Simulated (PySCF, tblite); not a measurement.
# C5H6Cl2Si: a rotation path, then NMR shifts on frames, part 2 of 2

tblite 0.8.0 and PySCF 2.14.0. Atoms count from 0. The steps go on from the part before.

### 5 Shielding tensors: image 6, PBE0/pcSseg-1

Job settings and geometry (Å):

```
{"job": {"kind": "nmr", "xc": "PBE0", "basis": "pcSseg-1", "pop": false}, "charge": 0, "multiplicity": 1}
Cl     2.708200     1.472900     0.160500
C      2.032900    -0.150900    -0.136200
Cl     2.768400    -1.291100     1.035400
C      0.560200    -0.121000    -0.052300
C     -0.203700    -1.170700     0.280800
C     -1.637700    -0.938100     0.296300
C     -2.045100     0.301500    -0.004900
Si    -0.550100     1.389300    -0.378500
H      2.396800    -0.457900    -1.121200
H      0.188900    -2.144500     0.537000
H     -2.299600    -1.752100     0.554600
H     -3.086200     0.575600    -0.014500
H     -0.487900     1.828800    -1.771500
H     -0.345800     2.457800     0.592300
```

Method: GIAO PBE0/pcSseg-1 NMR shielding, non-relativistic, gas phase.

Standard output:

```text
coarse grid: 14024 points
cycle   1  E = -1403.1495220077  dE =  1.131e+00  |g| = 4.878e-01  |ddm| = 3.728e+00
cycle   2  E = -1403.0882546475  dE =  6.127e-02  |g| = 7.114e-01  |ddm| = 1.190e+00
cycle   3  E = -1403.2086877274  dE = -1.204e-01  |g| = 1.162e-01  |ddm| = 8.019e-01
cycle   4  E = -1403.2116268958  dE = -2.939e-03  |g| = 5.333e-02  |ddm| = 1.702e-01
cycle   5  E = -1403.2123257090  dE = -6.988e-04  |g| = 1.234e-02  |ddm| = 5.828e-02
cycle   6  E = -1403.2123600196  dE = -3.431e-05  |g| = 3.014e-03  |ddm| = 1.407e-02
cycle   7  E = -1403.2123621402  dE = -2.121e-06  |g| = 1.511e-03  |ddm| = 5.564e-03
final grid: 123696 points
cycle   8  E = -1403.2577476800  dE = -2.954e-05  |g| = 7.765e-03  |ddm| = 3.357e-02
cycle   9  E = -1403.2577356365  dE =  1.204e-05  |g| = 9.845e-03  |ddm| = 1.879e-02
cycle  10  E = -1403.2577621241  dE = -2.649e-05  |g| = 1.720e-03  |ddm| = 1.239e-02
cycle  11  E = -1403.2577627567  dE = -6.326e-07  |g| = 5.731e-04  |ddm| = 2.166e-03
cycle  12  E = -1403.2577628424  dE = -8.564e-08  |g| = 8.243e-05  |ddm| = 5.792e-04
cycle  13  E = -1403.2577628438  dE = -1.433e-09  |g| = 3.682e-05  |ddm| = 1.144e-04
cycle  14  E = -1403.2577628441  dE = -3.056e-10  |g| = 1.076e-05  |ddm| = 3.744e-05
converged SCF energy = -1403.2577628441

GIAO shielding tensors (ppm)
atom      isotropic    diamagn.    paramagn.     s11        s22        s33       span
  0 Cl     611.076    1145.479    -534.403    258.861    576.388    997.978    739.118
  1 C       99.112     238.702    -139.590     56.091    115.486    125.758     69.667
  2 Cl     639.370    1145.551    -506.181    362.449    545.241   1010.421    647.972
  3 C       31.184     261.593    -230.409    -51.155     26.678    118.029    169.184
  4 C       32.461     251.396    -218.935    -71.690     30.337    138.734    210.424
  5 C       30.924     253.186    -222.262    -86.311     39.540    139.543    225.854
  6 C       46.421     260.508    -214.087    -62.879     35.138    167.004    229.883
  7 Si     393.085     880.467    -487.382    332.391    397.103    449.762    117.370
  8 H       24.731      26.443      -1.712     21.094     24.743     28.356      7.262
  9 H       24.516      31.440      -6.924     20.960     22.849     29.740      8.781
 10 H       24.418      29.934      -5.516     22.819     23.201     27.235      4.416
 11 H       25.246      29.662      -4.416     24.132     25.252     26.354      2.222
 12 H       27.002      28.135      -1.133     23.312     25.626     32.067      8.755
 13 H       26.798      27.964      -1.167     22.571     26.585     31.237      8.666
```

Wall time 73 s (1 thread, shared host).

This run: δ C5 156.0, C3 155.7, C4 154.5, C6 140.5, H10 7.30, H9 7.20 ppm.

### 6 NMR shieldings: image 7, PBE0/pcSseg-1

Job settings and geometry (Å):

```
{"job": {"kind": "nmr", "xc": "PBE0", "basis": "pcSseg-1", "pop": false}, "charge": 0, "multiplicity": 1}
Cl     2.710400     1.399200     0.494400
C      2.034100    -0.135000    -0.134300
Cl     2.790400    -1.484600     0.763400
C      0.562800    -0.117500    -0.043000
C     -0.199300    -1.149400     0.344800
C     -1.634800    -0.922900     0.345900
C     -2.047900     0.296500    -0.022200
Si    -0.557100     1.370100    -0.447500
H      2.390800    -0.219300    -1.164700
H      0.194400    -2.109100     0.646400
H     -2.293300    -1.726200     0.643000
H     -3.090100     0.564800    -0.050100
H     -0.499000     1.740400    -1.861100
H     -0.361900     2.492700     0.462700
```

Level: GIAO PBE0/pcSseg-1 NMR shielding, non-relativistic, gas phase.

Standard output:

```text
coarse grid: 14024 points
cycle   1  E = -1403.1501761263  dE =  1.125e+00  |g| = 4.878e-01  |ddm| = 3.721e+00
cycle   2  E = -1403.0877724792  dE =  6.240e-02  |g| = 7.146e-01  |ddm| = 1.184e+00
cycle   3  E = -1403.2094995704  dE = -1.217e-01  |g| = 1.161e-01  |ddm| = 7.979e-01
cycle   4  E = -1403.2124369936  dE = -2.937e-03  |g| = 5.309e-02  |ddm| = 1.673e-01
cycle   5  E = -1403.2131279538  dE = -6.910e-04  |g| = 1.235e-02  |ddm| = 5.677e-02
cycle   6  E = -1403.2131624963  dE = -3.454e-05  |g| = 2.942e-03  |ddm| = 1.409e-02
cycle   7  E = -1403.2131644674  dE = -1.971e-06  |g| = 1.510e-03  |ddm| = 5.448e-03
final grid: 123696 points
cycle   8  E = -1403.2587694838  dE = -3.000e-05  |g| = 7.775e-03  |ddm| = 3.288e-02
cycle   9  E = -1403.2587577947  dE =  1.169e-05  |g| = 9.776e-03  |ddm| = 1.854e-02
cycle  10  E = -1403.2587839645  dE = -2.617e-05  |g| = 1.702e-03  |ddm| = 1.215e-02
cycle  11  E = -1403.2587845819  dE = -6.174e-07  |g| = 5.759e-04  |ddm| = 2.130e-03
cycle  12  E = -1403.2587846681  dE = -8.614e-08  |g| = 7.998e-05  |ddm| = 5.743e-04
cycle  13  E = -1403.2587846694  dE = -1.361e-09  |g| = 3.437e-05  |ddm| = 1.108e-04
cycle  14  E = -1403.2587846697  dE = -2.633e-10  |g| = 9.217e-06  |ddm| = 3.439e-05
converged SCF energy = -1403.2587846697

GIAO shielding tensors (ppm)
atom      isotropic    diamagn.    paramagn.     s11        s22        s33       span
  0 Cl     601.083    1145.439    -544.356    242.365    569.686    991.199    748.834
  1 C       98.781     238.808    -140.027     56.594    114.515    125.235     68.641
  2 Cl     672.266    1145.524    -473.258    420.858    589.523   1006.418    585.559
  3 C       33.605     261.800    -228.196    -50.318     25.829    125.302    175.620
  4 C       33.477     251.114    -217.638    -66.024     30.034    136.420    202.445
  5 C       31.059     253.197    -222.138    -86.407     39.060    140.524    226.931
  6 C       46.402     260.564    -214.163    -65.476     39.253    165.429    230.906
  7 Si     392.097     880.571    -488.473    331.626    395.319    449.347    117.721
  8 H       24.750      26.429      -1.679     21.066     24.628     28.556      7.490
  9 H       24.443      31.368      -6.924     21.164     22.435     29.731      8.567
 10 H       24.455      29.922      -5.467     22.947     23.189     27.230      4.283
 11 H       25.191      29.661      -4.470     23.956     25.215     26.402      2.446
 12 H       27.010      28.235      -1.226     23.400     25.519     32.111      8.711
 13 H       26.824      27.979      -1.155     22.615     26.632     31.226      8.611
```

Wall time 73 s (1 thread, shared host).

This run: δ C5 155.9, C4 153.4, C3 153.3, C6 140.5, H9 7.27, H10 7.26 ppm.

### 7 Nuclear shieldings: image 8, PBE0/pcSseg-1

Job settings and geometry (Å):

```
{"job": {"kind": "nmr", "xc": "PBE0", "basis": "pcSseg-1", "pop": false}, "charge": 0, "multiplicity": 1}
Cl     2.668700     1.243200     0.866300
C      2.026300    -0.106600    -0.133600
Cl     2.813700    -1.617500     0.395300
C      0.558900    -0.124500    -0.041700
C     -0.197700    -1.131200     0.416400
C     -1.634100    -0.903300     0.407400
C     -2.048100     0.289500    -0.038700
Si    -0.559000     1.336500    -0.528300
H      2.377900     0.087700    -1.149500
H      0.195700    -2.072900     0.769500
H     -2.293800    -1.686900     0.752000
H     -3.090000     0.557700    -0.083700
H     -0.469700     1.614700    -1.961100
H     -0.349600     2.513200     0.307500
```

With the program's defaults for keys left out, this is: GIAO PBE0/pcSseg-1 NMR shielding, non-relativistic, gas phase.

Standard output:

```text
coarse grid: 14024 points
cycle   1  E = -1403.1508020886  dE =  1.124e+00  |g| = 4.860e-01  |ddm| = 3.705e+00
cycle   2  E = -1403.0903787674  dE =  6.042e-02  |g| = 7.081e-01  |ddm| = 1.173e+00
cycle   3  E = -1403.2098220292  dE = -1.194e-01  |g| = 1.147e-01  |ddm| = 7.823e-01
cycle   4  E = -1403.2126706073  dE = -2.849e-03  |g| = 5.331e-02  |ddm| = 1.636e-01
cycle   5  E = -1403.2133659825  dE = -6.954e-04  |g| = 1.238e-02  |ddm| = 5.565e-02
cycle   6  E = -1403.2134007299  dE = -3.475e-05  |g| = 2.910e-03  |ddm| = 1.418e-02
cycle   7  E = -1403.2134026032  dE = -1.873e-06  |g| = 1.543e-03  |ddm| = 5.405e-03
final grid: 123696 points
cycle   8  E = -1403.2589676920  dE = -2.896e-05  |g| = 8.007e-03  |ddm| = 3.060e-02
cycle   9  E = -1403.2589542594  dE =  1.343e-05  |g| = 1.028e-02  |ddm| = 1.914e-02
cycle  10  E = -1403.2589833259  dE = -2.907e-05  |g| = 1.704e-03  |ddm| = 1.255e-02
cycle  11  E = -1403.2589839379  dE = -6.120e-07  |g| = 5.909e-04  |ddm| = 2.092e-03
cycle  12  E = -1403.2589840285  dE = -9.055e-08  |g| = 7.964e-05  |ddm| = 5.864e-04
cycle  13  E = -1403.2589840298  dE = -1.337e-09  |g| = 3.405e-05  |ddm| = 1.086e-04
cycle  14  E = -1403.2589840301  dE = -2.665e-10  |g| = 8.514e-06  |ddm| = 3.348e-05
converged SCF energy = -1403.2589840301

GIAO shielding tensors (ppm)
atom      isotropic    diamagn.    paramagn.     s11        s22        s33       span
  0 Cl     592.498    1145.379    -552.881    251.024    542.578    983.892    732.868
  1 C      100.017     239.017    -139.000     60.506    113.558    125.987     65.481
  2 Cl     695.645    1145.467    -449.822    418.478    657.039   1011.418    592.940
  3 C       34.943     261.938    -226.995    -50.968     21.025    134.772    185.740
  4 C       35.251     250.745    -215.494    -63.616     31.243    138.125    201.741
  5 C       30.543     253.209    -222.666    -86.830     37.460    140.999    227.829
  6 C       47.738     260.429    -212.690    -65.235     43.512    164.937    230.172
  7 Si     392.052     880.804    -488.752    332.730    393.694    449.731    117.002
  8 H       24.805      26.737      -1.932     20.947     24.454     29.013      8.066
  9 H       24.320      31.261      -6.941     21.102     22.296     29.563      8.461
 10 H       24.440      29.858      -5.419     22.977     23.171     27.170      4.193
 11 H       25.198      29.603      -4.405     24.065     25.097     26.432      2.366
 12 H       27.074      28.424      -1.350     23.468     25.506     32.249      8.781
 13 H       26.862      28.059      -1.196     22.789     26.603     31.195      8.406
```

Wall time 72 s (1 thread, shared host).

In short: δ C5 156.4, C3 152.0, C4 151.7, C6 139.2, H9 7.40, H10 7.28 ppm.

### 8 Run by run: NMR shifts

Shifts (ppm) of some atoms, chosen among heavy atoms and hydrogens apart, with basis size and wall time:

| frame | C3 | C4 | H9 | H8 | Cl0 | Cl2 | Si7 | functions | time |
| --- | --- | --- | --- | --- | --- | --- | --- | --- | --- |
| image 0 | 155.9 | 146.4 | 6.78 | 6.52 | 350 | 349 | -48.9 | 187 | 94 s |
| image 3 | 158.0 | 152.3 | 6.99 | 6.83 | 316 | 380 | -46.3 | 187 | 70 s |
| image 6 | 155.7 | 154.5 | 7.20 | 6.99 | 339 | 310 | -43.9 | 187 | 73 s |
| image 7 | 153.3 | 153.4 | 7.27 | 6.97 | 349 | 278 | -42.9 | 187 | 73 s |
| image 8 | 152.0 | 151.7 | 7.40 | 6.91 | 357 | 254 | -42.9 | 187 | 72 s |

### 9 Summary of results

This closing draws on all 2 parts.

| quantity | value |
| --- | --- |
| barrier | 0.056 eV (1.3 kcal/mol) at image 6 |
| end to end (GFN2-xTB) | 0.047 eV |
| 13C shifts against TMS (PBE0/pcSseg-1, image 0) | 155.9, 154.6, 146.4, 140.4, 87.0 ppm |
| 1H shifts against TMS (PBE0/pcSseg-1, image 0) | 7.12, 6.78, 6.55, 6.52, 4.97, 4.97 ppm |
| 35Cl shifts against HCl (PBE0/pcSseg-1, image 0) | 350, 349 ppm |
| 29Si shifts against TMS (PBE0/pcSseg-1, image 0) | -48.9 ppm |
| surface potential, 1st and 99th percentile | -0.71 V and 1.30 V |
| range of the shift of Cl2 | 254 to 380 ppm |

**Reading.** Along the band the dihedral turns by 118°, and the top (dihedral 26°) lies 1.3 kcal/mol above the start (GFN2-xTB, rough), so at room temperature this motion is fast. Ends this close can change order at a higher level. The top was not checked by a frequency run. C1 stands next to heavy halogen, whose spin-orbit shielding this run leaves out, so the computed shift lies too far downfield, most of all for carbon beside Br or I. Shifts at one fixed geometry are not the observed spectrum, which averages over the motion. At PBE0/pcSseg-1, counted by nearest atom on the grid, the HOMO lies on C3, C6 about 26 % each; C4, C5 about 14 % each, the LUMO on C3, C4, C6 about 19 % each; C5 12 %. Across the 5 runs the shift of Cl2 moves most, between 254 (image 8) and 380 ppm (image 3).
